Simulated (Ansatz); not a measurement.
**CH₂FNSSi: how energies converge with the basis set**

One table from this session's results is given with a row withheld; the runs are named, their logs left out.

The runs use Ansatz 0.2.0, Gaussian basis; one geometry, several basis sets.

The runs, in order: PBE0-D4/def2-SVP; ωB97M-V/def2-SVP; PBE0-D4/def2-QZVPP; ωB97M-V/def2-QZVPP; the functionals' def2-TZVPP values are taken from earlier runs.

**The geometry**

The geometry comes from an earlier relaxation with PBE0-D4 in a triple-zeta def2 set; it is a stationary point, not always the lowest conformer.

SMILES `F[SiH]1N=C1S`, 7 atoms, charge 0, spin multiplicity 1.

Atoms are counted from 1 here; the program's logs count them from 0.

Bond lengths: F1–Si2 1.585 Å, Si2–N3 1.741 Å, Si2–C4 1.759 Å, Si2–H6 1.466 Å, N3–C4 1.301 Å, C4–S5 1.714 Å, S5–H7 1.350 Å. Angles: F1–Si2–N3 120.0°, F1–Si2–C4 122.5°, F1–Si2–H6 107.9°, N3–Si2–C4 43.6°, N3–Si2–H6 122.8°, C4–Si2–H6 126.5°, Si2–N3–C4 68.9°, Si2–C4–N3 67.4°, Si2–C4–S5 160.7°, N3–C4–S5 131.8°, C4–S5–H7 95.9°.

Set-up of the first run:

File in.yaml:

```yaml
crystal:
  periodic: [false, false, false]
  atoms:
    - {symbol: F, position_ang: [-2.420202, 0.296619, 0.303489]}
    - {symbol: Si, position_ang: [-0.890679, 0.591790, 0.594749]}
    - {symbol: N, position_ang: [0.226731, 0.775144, -0.727547]}
    - {symbol: C, position_ang: [0.406538, -0.359534, -0.117321]}
    - {symbol: S, position_ang: [1.483840, -1.659109, -0.415251]}
    - {symbol: H, position_ang: [-0.812019, 1.396256, 1.818114]}
    - {symbol: H, position_ang: [2.067190, -1.109267, -1.501832]}
basis:
  gaussian: {orbitals: def2-SVP}
hamiltonian: {xc: pbe0, dispersion: d4}
output: {orbitals: {seedname: orbitals}}
```

Command:

```console
$ ansatz run in.yaml --threads 2 --pin off --events-out ev --progress --plain --max-ram 4352MiB
```

Steps of the session up to this table: PBE0-D4 in def2-SVP; ωB97M-V in def2-SVP; PBE0-D4 in def2-QZVPP; ωB97M-V in def2-QZVPP.

One table of the session follows, with a row left open; its other results are not shown here.

It belongs to the step «Density functionals: the series». 

```
functional       basis  HOMO (eV)
   PBE0-D4    def2-SVP      -7.05
   PBE0-D4  def2-TZVPP          ?
   PBE0-D4  def2-QZVPP      -7.17
   ωB97M-V    def2-SVP      -9.22
   ωB97M-V  def2-TZVPP      -9.34
   ωB97M-V  def2-QZVPP      -9.38
```

Q: Estimate the row for PBE0-D4, def2-TZVPP from the others.

**Answer.** HOMO (eV): -7.14. In the column «HOMO (eV)» it lies between PBE0-D4, def2-QZVPP (-7.17) and PBE0-D4, def2-SVP (-7.05).
